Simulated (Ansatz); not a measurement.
**BClHOSi (charge -1): a dynamics run in two tries**

Aim: a short trajectory for this system. SMILES of the start: [O-][SiH]=BCl.

All numbers below are computed with Ansatz 0.2.0 (RKS PBE-D4/def2-SVP).

## (1) The structure to begin with

Bond lengths: O1–Si2 1.591 Å, Si2–B3 1.961 Å, B3–Cl4 1.795 Å, Si2–H5 1.566 Å. Angles: O1–Si2–B3 133.6°, O1–Si2–H5 117.7°, B3–Si2–H5 96.2°, Si2–B3–Cl4 135.3°.

Coordinates:

```xyz
5

O     0.2910    2.2163   -0.4190
Si    0.3326    0.7158    0.1078
B    -0.6834   -0.9017   -0.3378
Cl   -0.2812   -2.5182   -1.0076
H     0.3410    0.4878    1.6566
```

## (2) The run

Contents of input.yaml:

```yaml
crystal:
  periodic: [false, false, false]
  atoms:
    - { symbol: O, position_ang: [0.290984, 2.216282, -0.418961] }
    - { symbol: Si, position_ang: [0.332579, 0.715809, 0.107793] }
    - { symbol: B, position_ang: [-0.683367, -0.901667, -0.337811] }
    - { symbol: Cl, position_ang: [-0.281189, -2.51818, -1.007621] }
    - { symbol: H, position_ang: [0.341003, 0.487756, 1.6566] }
total_charge: -1
basis:
  gaussian: { orbitals: def2-SVP }
hamiltonian:
  xc: pbe
  dispersion: d4
md:
  timestep: 1.0
  n_steps: 25
  ensemble: nvt_langevin
  temperature: 30000.0
  initial_velocities: maxwell_boltzmann
  seed: 152273
  friction: 0.01
```

Run with:

```bash
> ansatz run input.yaml --threads 1 --pin off --max-ram 2048MiB --backend cpu --events-out ev --progress --plain --runs-dir out
```

Before running it: what results should come out? Wanted: first try.

As calculated:

| quantity | value |
| --- | --- |
| first try | converged; not a sound result |
| cause | the temperature is tens of thousands of kelvin, several eV an atom, which tears any bond |

In words: The program did not catch the first fault at the input check, so it cost a run.
